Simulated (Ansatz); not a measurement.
# GaH3 (triplet): wB97M-V, B2PLYP, RPA-PBE over a scan of the scale of all distances, cc-pVDZ, part 2 of 3

Ansatz 0.2.0, Gaussian basis; cc-pVDZ, all electrons in the functionals, frozen cores in the correlation of double hybrids and RPA. Earlier steps stand in the parts before.

**9. wB97M-V, 2.405**

in.yaml reads:

```yaml
crystal:
  periodic: [false, false, false]
  atoms:
    - {symbol: Ga, position_ang: [0.000000, 0.066681, -0.109896]}
    - {symbol: H, position_ang: [0.000000, -3.553625, -1.302242]}
    - {symbol: H, position_ang: [0.975030, -0.529480, 4.452091]}
    - {symbol: H, position_ang: [-0.975030, -0.529480, 4.452091]}
basis:
  gaussian: {orbitals: cc-pVDZ}
magnetization: {spin_polarized: true, initial_magnetization: 2}
hamiltonian: {xc: {name: wB97M-V}}
output: {forces: true, orbitals: {seedname: orbitals}}
```

The run is started by

```console
$ ansatz run in.yaml --threads 1 --pin off --events-out ev --progress --plain --max-ram 2393MiB
```

What it wrote:

```text
Functional definition: wB97M-V
  name "wB97M-V"
  cite "Mardirossian & Head-Gordon, J. Chem. Phys. 144, 214110 (2016) doi:10.1063/1.4952647"
  cite "Becke, J. Chem. Phys. 107, 8554 (1997) doi:10.1063/1.475007"
  cite "Vydrov & Van Voorhis, J. Chem. Phys. 133, 244103 (2010) doi:10.1063/1.3521275"
  # Of w^i u^j: cxij and so on, Table III.
  parameter omega = 0.3/bohr
  parameter cx = 0.15
  parameter cx01 = 1.007
  parameter cx10 = 0.259
  parameter css00 = 0.443
  parameter css04 = -1.437
  parameter css10 = -4.535
  parameter css20 = -3.390
  parameter css43 = 4.278
  parameter cos00 = 1.000
  parameter cos10 = 1.358
  parameter cos20 = 2.924
  parameter cos21 = -8.812
  parameter cos60 = -1.390
  parameter cos61 = 9.142
  parameter b = 6.0
  parameter c = 0.01
  gx(w, u) = 1 - cx + cx01*u + cx10*w
  gss(w, u) = css00 + css04*u^4 + css10*w + css20*w^2 + css43*w^4*u^3
  gos(w, u) = cos00 + cos10*w + (cos20 + cos21*u)*w^2 + (cos60 + cos61*u)*w^6
  exchange = spin_sum(e_x_unif_sr(omega)*gx(b97_w, b97_u_x)) + cx*exact_x_sr(omega) + exact_x_lr(omega)
  correlation = spin_sum(e_c_pw_mod_same_spin*gss(b97_w, b97_u_same))
      + integral(e_c_pw_mod_opposite_spin*gos(b97_w_opposite, b97_u_opposite)) + vv10(b, c)
455 factors; integrals over basis functions are off by at most 2.5e-3 eV
142 factors; integrals over basis functions are off by at most 8.0e-5 eV
mean field evaluation 1: about -52410.4146 eV, gradient 8.2e0 eV
mean field evaluation 2: about -52401.3262 eV, gradient 1.6e1 eV
mean field evaluation 4: about -52412.0269 eV, gradient 1.9e0 eV
mean field evaluation 8: about -52412.1390 eV, gradient 9.7e-1 eV
mean field evaluation 16: about -52413.1480 eV, gradient 2.0e-3 eV
mean field evaluation 32: about -52413.6251 eV, gradient 1.1e-5 eV
mean field evaluation 64: about -52413.0107 eV, gradient 8.6e-2 eV
mean field evaluation 96: about -52413.0107 eV, gradient 1.5e-1 eV
mean field evaluation 128: about -52413.6173 eV, gradient 3.9e-1 eV
mean field evaluation 160: about -52413.6224 eV, gradient 5.9e-2 eV
mean field -52413.62507641 eV, -1926.1651943271 hartree, gradient 5.7e-6 eV, S^2 2.671511; 11 other end points of the search recorded, 0 dependent functions left out
the calculation of the forces begins
reference -52413.62512031 eV, -1926.1651959402 hartree; 18, 16 occupied and 24, 26 virtual orbitals, 455 factors
WARN: the results are in doubt because the forces break the atoms' symmetry
Total energy: -52413.62512031 eV, -1926.1651959402 hartree
Atom 0 at     0.000000     0.066681    -0.109896 Å, force    -0.003832    -0.006068     0.028656 eV/Å
Atom 1 at     0.000000    -3.553625    -1.302242 Å, force    -0.000193     0.002337     0.000943 eV/Å
Atom 2 at     0.975030    -0.529480     4.452091 Å, force    -1.318224     0.000992    -0.005267 eV/Å
Atom 3 at    -0.975030    -0.529480     4.452091 Å, force     1.322248     0.002738    -0.024331 eV/Å
Dipole moment:    -0.003512    -0.018534    -0.008790 e Å
In doubt: the forces break the atoms' symmetry
```

Wall time 47 s (1 thread of Arm Neoverse V2, shared host).

From the report: ⟨S²⟩ of the determinant 2.672 (pure triplet: 2.00). The determinant is far from a pure spin state, so its energy mixes those of several spin states (harmless only where they are near-degenerate, as at dissociation). The program marks this result as in doubt; its last lines say why.

From 1.000: +122.0 kcal/mol.

**10. B2PLYP, 0.872**

in.yaml reads:

```yaml
crystal:
  periodic: [false, false, false]
  atoms:
    - {symbol: Ga, position_ang: [0.000000, 0.024177, -0.039846]}
    - {symbol: H, position_ang: [0.000000, -1.288466, -0.472164]}
    - {symbol: H, position_ang: [0.353524, -0.191978, 1.614230]}
    - {symbol: H, position_ang: [-0.353524, -0.191978, 1.614230]}
basis:
  gaussian: {orbitals: cc-pVDZ}
magnetization: {spin_polarized: true, initial_magnetization: 2}
hamiltonian: {xc: {name: B2PLYP}}
correlation: {electrons: outside_noble_gas}
```

The command is unchanged.

What it wrote, shortened:

```text
Functional definition: B2PLYP
  name "B2PLYP"
  cite "Grimme, J. Chem. Phys. 124, 034108 (2006) doi:10.1063/1.2148954"
  cite "Becke, Phys. Rev. A 38, 3098 (1988) doi:10.1103/PhysRevA.38.3098"
  cite "Lee, Yang & Parr, Phys. Rev. B 37, 785 (1988) doi:10.1103/PhysRevB.37.785"
[...]
450 factors; integrals over basis functions are off by at most 9.7e-4 eV
[...]
mean field -52409.25736842 eV, -1926.0046840191 hartree, gradient 2.2e-6 eV, S^2 2.002368; 0 other end points of the search recorded, 0 dependent functions left out
14 core orbitals not correlated: weight in the atoms' cores, before any rotation towards them, 0.989 or more for the frozen orbitals, at most 0.009 for the correlated occupied ones
reference -52409.25749158 eV, -1926.0046885448 hartree; 4, 2 occupied and 24, 26 virtual orbitals, 450 factors
second order -2.26612930 eV of doubles, -0.00000000 eV of singles
Total energy: -52409.86934649 eV, -1926.0271737980 hartree
```

It took 1.1 s on 1 thread of Arm Neoverse V2, shared host.

From the report: ⟨S²⟩ of the determinant 2.002 (pure triplet: 2.00).

**11. B2PLYP, 1.000**

in.yaml reads:

```yaml
crystal:
  periodic: [false, false, false]
  atoms:
    - {symbol: Ga, position_ang: [0.000000, 0.027726, -0.045695]}
    - {symbol: H, position_ang: [0.000000, -1.477599, -0.541473]}
    - {symbol: H, position_ang: [0.405418, -0.220158, 1.851181]}
    - {symbol: H, position_ang: [-0.405418, -0.220158, 1.851181]}
basis:
  gaussian: {orbitals: cc-pVDZ}
magnetization: {spin_polarized: true, initial_magnetization: 2}
hamiltonian: {xc: {name: B2PLYP}}
correlation: {electrons: outside_noble_gas}
```

Launched as before.

What it wrote, shortened:

```text
Functional definition: B2PLYP
  name "B2PLYP"
  cite "Grimme, J. Chem. Phys. 124, 034108 (2006) doi:10.1063/1.2148954"
  cite "Becke, Phys. Rev. A 38, 3098 (1988) doi:10.1103/PhysRevA.38.3098"
  cite "Lee, Yang & Parr, Phys. Rev. B 37, 785 (1988) doi:10.1103/PhysRevB.37.785"
[...]
452 factors; integrals over basis functions are off by at most 9.1e-4 eV
[...]
mean field -52410.03933986 eV, -1926.0334209393 hartree, gradient 7.9e-6 eV, S^2 2.005575; 0 other end points of the search recorded, 0 dependent functions left out
14 core orbitals not correlated: weight in the atoms' cores, before any rotation towards them, 0.997 or more for the frozen orbitals, at most 0.002 for the correlated occupied ones
reference -52410.03946490 eV, -1926.0334255343 hartree; 4, 2 occupied and 24, 26 virtual orbitals, 452 factors
second order -2.34121594 eV of doubles, -0.00000000 eV of singles
Total energy: -52410.67159320 eV, -1926.0566558210 hartree
```

It took 1.1 s on 1 thread of Arm Neoverse V2, shared host.

From the report: ⟨S²⟩ of the determinant 2.006 (pure triplet: 2.00).

**12. B2PLYP, 1.116**

in.yaml reads:

```yaml
crystal:
  periodic: [false, false, false]
  atoms:
    - {symbol: Ga, position_ang: [0.000000, 0.030942, -0.050996]}
    - {symbol: H, position_ang: [0.000000, -1.649000, -0.604284]}
    - {symbol: H, position_ang: [0.452446, -0.245696, 2.065918]}
    - {symbol: H, position_ang: [-0.452446, -0.245696, 2.065918]}
basis:
  gaussian: {orbitals: cc-pVDZ}
magnetization: {spin_polarized: true, initial_magnetization: 2}
hamiltonian: {xc: {name: B2PLYP}}
correlation: {electrons: outside_noble_gas}
```

The command is unchanged.

What it wrote, shortened:

```text
Functional definition: B2PLYP
  name "B2PLYP"
  cite "Grimme, J. Chem. Phys. 124, 034108 (2006) doi:10.1063/1.2148954"
  cite "Becke, Phys. Rev. A 38, 3098 (1988) doi:10.1103/PhysRevA.38.3098"
  cite "Lee, Yang & Parr, Phys. Rev. B 37, 785 (1988) doi:10.1103/PhysRevB.37.785"
[...]
452 factors; integrals over basis functions are off by at most 1.1e-3 eV
[...]
mean field -52409.76655227 eV, -1926.0233961801 hartree, gradient 3.9e-6 eV, S^2 2.014885; 0 other end points of the search recorded, 0 dependent functions left out
14 core orbitals not correlated: weight in the atoms' cores, before any rotation towards them, 0.999 or more for the frozen orbitals, at most 0.001 for the correlated occupied ones
reference -52409.76668160 eV, -1926.0234009330 hartree; 4, 2 occupied and 24, 26 virtual orbitals, 452 factors
second order -2.39261904 eV of doubles, -0.00000000 eV of singles
Total energy: -52410.41268874 eV, -1926.0471412575 hartree
```

Run time: 1.3 s. Hardware: 1 thread of Arm Neoverse V2, shared host.

From the report: ⟨S²⟩ of the determinant 2.015 (pure triplet: 2.00).

From 1.000: +6.0 kcal/mol.

**13. B2PLYP, 1.320**

in.yaml reads:

```yaml
crystal:
  periodic: [false, false, false]
  atoms:
    - {symbol: Ga, position_ang: [0.000000, 0.036598, -0.060317]}
    - {symbol: H, position_ang: [0.000000, -1.950431, -0.714744]}
    - {symbol: H, position_ang: [0.535152, -0.290608, 2.443559]}
    - {symbol: H, position_ang: [-0.535152, -0.290608, 2.443559]}
basis:
  gaussian: {orbitals: cc-pVDZ}
magnetization: {spin_polarized: true, initial_magnetization: 2}
hamiltonian: {xc: {name: B2PLYP}}
correlation: {electrons: outside_noble_gas}
```

Launched as before.

What it wrote, shortened:

```text
Functional definition: B2PLYP
  name "B2PLYP"
  cite "Grimme, J. Chem. Phys. 124, 034108 (2006) doi:10.1063/1.2148954"
  cite "Becke, Phys. Rev. A 38, 3098 (1988) doi:10.1103/PhysRevA.38.3098"
  cite "Lee, Yang & Parr, Phys. Rev. B 37, 785 (1988) doi:10.1103/PhysRevB.37.785"
[...]
453 factors; integrals over basis functions are off by at most 1.2e-3 eV
[...]
mean field -52408.67807118 eV, -1925.9833952378 hartree, gradient 4.7e-6 eV, S^2 2.030034; 2 other end points of the search recorded, 0 dependent functions left out
14 core orbitals not correlated: weight in the atoms' cores, before any rotation towards them, 0.999 or more for the frozen orbitals, at most 0.000 for the correlated occupied ones
reference -52408.67820708 eV, -1925.9834002323 hartree; 4, 2 occupied and 24, 26 virtual orbitals, 453 factors
second order -2.35438962 eV of doubles, -0.00000000 eV of singles
Total energy: -52409.31389228 eV, -1926.0067612324 hartree
```

Run time: 1.4 s. Hardware: 1 thread of Arm Neoverse V2, shared host.

From the report: ⟨S²⟩ of the determinant 2.030 (pure triplet: 2.00).

From 1.000: +31.3 kcal/mol.

**14. B2PLYP, 1.529**

in.yaml reads:

```yaml
crystal:
  periodic: [false, false, false]
  atoms:
    - {symbol: Ga, position_ang: [0.000000, 0.042393, -0.069868]}
    - {symbol: H, position_ang: [0.000000, -2.259249, -0.827912]}
    - {symbol: H, position_ang: [0.619884, -0.336622, 2.830456]}
    - {symbol: H, position_ang: [-0.619884, -0.336622, 2.830456]}
basis:
  gaussian: {orbitals: cc-pVDZ}
magnetization: {spin_polarized: true, initial_magnetization: 2}
hamiltonian: {xc: {name: B2PLYP}}
correlation: {electrons: outside_noble_gas}
```

The command is unchanged.

What it wrote, shortened:

```text
Functional definition: B2PLYP
  name "B2PLYP"
  cite "Grimme, J. Chem. Phys. 124, 034108 (2006) doi:10.1063/1.2148954"
  cite "Becke, Phys. Rev. A 38, 3098 (1988) doi:10.1103/PhysRevA.38.3098"
  cite "Lee, Yang & Parr, Phys. Rev. B 37, 785 (1988) doi:10.1103/PhysRevB.37.785"
[...]
455 factors; integrals over basis functions are off by at most 1.0e-3 eV
[...]
mean field -52407.59706216 eV, -1925.9436688891 hartree, gradient 7.2e-6 eV, S^2 2.017151; 8 other end points of the search recorded, 0 dependent functions left out
14 core orbitals not correlated: weight in the atoms' cores, before any rotation towards them, 1.000 or more for the frozen orbitals, at most 0.000 for the correlated occupied ones
reference -52407.59720534 eV, -1925.9436741509 hartree; 4, 2 occupied and 24, 26 virtual orbitals, 455 factors
second order -2.31164387 eV of doubles, -0.00000000 eV of singles
Total energy: -52408.22134918 eV, -1925.9666110141 hartree
```

Run time: 3 s. Hardware: 1 thread of Arm Neoverse V2, shared host.

From the report: ⟨S²⟩ of the determinant 2.017 (pure triplet: 2.00).

From 1.000: +56.5 kcal/mol.

**15. B2PLYP, 1.775**

in.yaml reads:

```yaml
crystal:
  periodic: [false, false, false]
  atoms:
    - {symbol: Ga, position_ang: [0.000000, 0.049214, -0.081108]}
    - {symbol: H, position_ang: [0.000000, -2.622738, -0.961114]}
    - {symbol: H, position_ang: [0.719617, -0.390780, 3.285846]}
    - {symbol: H, position_ang: [-0.719617, -0.390780, 3.285846]}
basis:
  gaussian: {orbitals: cc-pVDZ}
magnetization: {spin_polarized: true, initial_magnetization: 2}
hamiltonian: {xc: {name: B2PLYP}}
correlation: {electrons: outside_noble_gas}
```

Launched as before.

What it wrote, shortened:

```text
Functional definition: B2PLYP
  name "B2PLYP"
  cite "Grimme, J. Chem. Phys. 124, 034108 (2006) doi:10.1063/1.2148954"
  cite "Becke, Phys. Rev. A 38, 3098 (1988) doi:10.1103/PhysRevA.38.3098"
  cite "Lee, Yang & Parr, Phys. Rev. B 37, 785 (1988) doi:10.1103/PhysRevB.37.785"
[...]
457 factors; integrals over basis functions are off by at most 6.3e-4 eV
[...]
mean field -52406.52053669 eV, -1925.9041073078 hartree, gradient 2.5e-6 eV, S^2 2.146803; 12 other end points of the search recorded, 0 dependent functions left out
14 core orbitals not correlated: weight in the atoms' cores, before any rotation towards them, 1.000 or more for the frozen orbitals, at most 0.000 for the correlated occupied ones
reference -52406.52069089 eV, -1925.9041129745 hartree; 4, 2 occupied and 24, 26 virtual orbitals, 457 factors
second order -2.08286883 eV of doubles, -0.00000000 eV of singles
Total energy: -52407.08306547 eV, -1925.9247798593 hartree
```

Wall time 6 s (1 thread of Arm Neoverse V2, shared host).

From the report: ⟨S²⟩ of the determinant 2.147 (pure triplet: 2.00).

From 1.000: +82.8 kcal/mol.

**16. B2PLYP, 1.976**

in.yaml reads:

```yaml
crystal:
  periodic: [false, false, false]
  atoms:
    - {symbol: Ga, position_ang: [0.000000, 0.054787, -0.090293]}
    - {symbol: H, position_ang: [0.000000, -2.919736, -1.069950]}
    - {symbol: H, position_ang: [0.801106, -0.435032, 3.657934]}
    - {symbol: H, position_ang: [-0.801106, -0.435032, 3.657934]}
basis:
  gaussian: {orbitals: cc-pVDZ}
magnetization: {spin_polarized: true, initial_magnetization: 2}
hamiltonian: {xc: {name: B2PLYP}}
correlation: {electrons: outside_noble_gas}
```

The command is unchanged.

What it wrote, shortened:

```text
Functional definition: B2PLYP
  name "B2PLYP"
  cite "Grimme, J. Chem. Phys. 124, 034108 (2006) doi:10.1063/1.2148954"
  cite "Becke, Phys. Rev. A 38, 3098 (1988) doi:10.1103/PhysRevA.38.3098"
  cite "Lee, Yang & Parr, Phys. Rev. B 37, 785 (1988) doi:10.1103/PhysRevB.37.785"
[...]
456 factors; integrals over basis functions are off by at most 7.9e-4 eV
[...]
mean field -52405.93135916 eV, -1925.8824554331 hartree, gradient 1.2e-6 eV, S^2 2.432359; 8 other end points of the search recorded, 0 dependent functions left out
14 core orbitals not correlated: weight in the atoms' cores, before any rotation towards them, 1.000 or more for the frozen orbitals, at most 0.000 for the correlated occupied ones
reference -52405.93152601 eV, -1925.8824615648 hartree; 4, 2 occupied and 24, 26 virtual orbitals, 456 factors
second order -1.60868662 eV of doubles, -0.00000000 eV of singles
Total energy: -52406.36587140 eV, -1925.8984234634 hartree
```

Run time: 4.8 s. Hardware: 1 thread of Arm Neoverse V2, shared host.

From the report: ⟨S²⟩ of the determinant 2.432 (pure triplet: 2.00).

From 1.000: +99.3 kcal/mol.

**17. B2PLYP, 2.405**

in.yaml reads:

```yaml
crystal:
  periodic: [false, false, false]
  atoms:
    - {symbol: Ga, position_ang: [0.000000, 0.066681, -0.109896]}
    - {symbol: H, position_ang: [0.000000, -3.553625, -1.302242]}
    - {symbol: H, position_ang: [0.975030, -0.529480, 4.452091]}
    - {symbol: H, position_ang: [-0.975030, -0.529480, 4.452091]}
basis:
  gaussian: {orbitals: cc-pVDZ}
magnetization: {spin_polarized: true, initial_magnetization: 2}
hamiltonian: {xc: {name: B2PLYP}}
correlation: {electrons: outside_noble_gas}
```

The command is unchanged.

What it wrote, shortened:

```text
Functional definition: B2PLYP
  name "B2PLYP"
  cite "Grimme, J. Chem. Phys. 124, 034108 (2006) doi:10.1063/1.2148954"
  cite "Becke, Phys. Rev. A 38, 3098 (1988) doi:10.1103/PhysRevA.38.3098"
  cite "Lee, Yang & Parr, Phys. Rev. B 37, 785 (1988) doi:10.1103/PhysRevB.37.785"
[...]
455 factors; integrals over basis functions are off by at most 2.5e-3 eV
[...]
mean field -52405.31304773 eV, -1925.8597329070 hartree, gradient 2.0e-6 eV, S^2 2.794157; 11 other end points of the search recorded, 0 dependent functions left out
14 core orbitals not correlated: weight in the atoms' cores, before any rotation towards them, 1.000 or more for the frozen orbitals, at most 0.000 for the correlated occupied ones
reference -52405.31324077 eV, -1925.8597400012 hartree; 4, 2 occupied and 24, 26 virtual orbitals, 455 factors
second order -1.17143177 eV of doubles, -0.00000000 eV of singles
Total energy: -52405.62952735 eV, -1925.8713633186 hartree
```

Wall time 8.5 s (1 thread of Arm Neoverse V2, shared host).

From the report: ⟨S²⟩ of the determinant 2.794 (pure triplet: 2.00). The determinant is far from a pure spin state, so its energy mixes those of several spin states (harmless only where they are near-degenerate, as at dissociation).

From 1.000: +116.3 kcal/mol.

**18. RPA-PBE, 0.872**

in.yaml reads:

```yaml
crystal:
  periodic: [false, false, false]
  atoms:
    - {symbol: Ga, position_ang: [0.000000, 0.024177, -0.039846]}
    - {symbol: H, position_ang: [0.000000, -1.288466, -0.472164]}
    - {symbol: H, position_ang: [0.353524, -0.191978, 1.614230]}
    - {symbol: H, position_ang: [-0.353524, -0.191978, 1.614230]}
basis:
  gaussian: {orbitals: cc-pVDZ}
magnetization: {spin_polarized: true, initial_magnetization: 2}
hamiltonian: {xc: {name: PBE}}
correlation: {method: rpa, electrons: outside_noble_gas}
```

The command is unchanged.

What it wrote, shortened:

```text
Functional definition: PBE
  name "PBE"
  cite "Perdew, Burke & Ernzerhof, Phys. Rev. Lett. 77, 3865 (1996) doi:10.1103/PhysRevLett.77.3865"
  parent pbe
[...]
450 factors; integrals over basis functions are off by at most 9.7e-4 eV
[...]
mean field -52413.27043341 eV, -1926.1521614373 hartree, gradient 3.3e-6 eV, S^2 2.001406; 0 other end points of the search recorded, 0 dependent functions left out
14 core orbitals not correlated: weight in the atoms' cores, before any rotation towards them, 0.978 or more for the frozen orbitals, at most 0.020 for the correlated occupied ones
reference -52376.17298512 eV, -1924.7888553579 hartree; 4, 2 occupied and 24, 26 virtual orbitals, 450 factors
Total energy: -52380.60843430 eV, -1924.9518551089 hartree
```

It took 0.96 s on 1 thread of Arm Neoverse V2, shared host.

From the report: ⟨S²⟩ of the determinant 2.001 (pure triplet: 2.00).

**19. RPA-PBE, 1.000**

in.yaml reads:

```yaml
crystal:
  periodic: [false, false, false]
  atoms:
    - {symbol: Ga, position_ang: [0.000000, 0.027726, -0.045695]}
    - {symbol: H, position_ang: [0.000000, -1.477599, -0.541473]}
    - {symbol: H, position_ang: [0.405418, -0.220158, 1.851181]}
    - {symbol: H, position_ang: [-0.405418, -0.220158, 1.851181]}
basis:
  gaussian: {orbitals: cc-pVDZ}
magnetization: {spin_polarized: true, initial_magnetization: 2}
hamiltonian: {xc: {name: PBE}}
correlation: {method: rpa, electrons: outside_noble_gas}
```

Same command.

What it wrote, shortened:

```text
Functional definition: PBE
  name "PBE"
  cite "Perdew, Burke & Ernzerhof, Phys. Rev. Lett. 77, 3865 (1996) doi:10.1103/PhysRevLett.77.3865"
  parent pbe
[...]
452 factors; integrals over basis functions are off by at most 9.1e-4 eV
[...]
mean field -52414.13807462 eV, -1926.1840466635 hartree, gradient 7.3e-6 eV, S^2 2.002179; 0 other end points of the search recorded, 0 dependent functions left out
14 core orbitals not correlated: weight in the atoms' cores, before any rotation towards them, 0.993 or more for the frozen orbitals, at most 0.004 for the correlated occupied ones
reference -52376.88775597 eV, -1924.8151227024 hartree; 4, 2 occupied and 24, 26 virtual orbitals, 452 factors
Total energy: -52381.51743168 eV, -1924.9852601464 hartree
```

Wall time 0.96 s (1 thread of Arm Neoverse V2, shared host).

From the report: ⟨S²⟩ of the determinant 2.002 (pure triplet: 2.00).

**20. RPA-PBE, 1.116**

in.yaml reads:

```yaml
crystal:
  periodic: [false, false, false]
  atoms:
    - {symbol: Ga, position_ang: [0.000000, 0.030942, -0.050996]}
    - {symbol: H, position_ang: [0.000000, -1.649000, -0.604284]}
    - {symbol: H, position_ang: [0.452446, -0.245696, 2.065918]}
    - {symbol: H, position_ang: [-0.452446, -0.245696, 2.065918]}
basis:
  gaussian: {orbitals: cc-pVDZ}
magnetization: {spin_polarized: true, initial_magnetization: 2}
hamiltonian: {xc: {name: PBE}}
correlation: {method: rpa, electrons: outside_noble_gas}
```

Launched as before.

What it wrote, shortened:

```text
Functional definition: PBE
  name "PBE"
  cite "Perdew, Burke & Ernzerhof, Phys. Rev. Lett. 77, 3865 (1996) doi:10.1103/PhysRevLett.77.3865"
  parent pbe
[...]
452 factors; integrals over basis functions are off by at most 1.1e-3 eV
[...]
mean field -52413.94915725 eV, -1926.1771040783 hartree, gradient 2.2e-6 eV, S^2 2.004467; 0 other end points of the search recorded, 0 dependent functions left out
14 core orbitals not correlated: weight in the atoms' cores, before any rotation towards them, 0.997 or more for the frozen orbitals, at most 0.002 for the correlated occupied ones
reference -52376.52198069 eV, -1924.8016807087 hartree; 4, 2 occupied and 24, 26 virtual orbitals, 452 factors
Total energy: -52381.31705412 eV, -1924.9778964071 hartree
```

Wall time 1 s (1 thread of Arm Neoverse V2, shared host).

From the report: ⟨S²⟩ of the determinant 2.004 (pure triplet: 2.00).

From 1.000: +4.6 kcal/mol.

(Continued in part 3 of 3.)
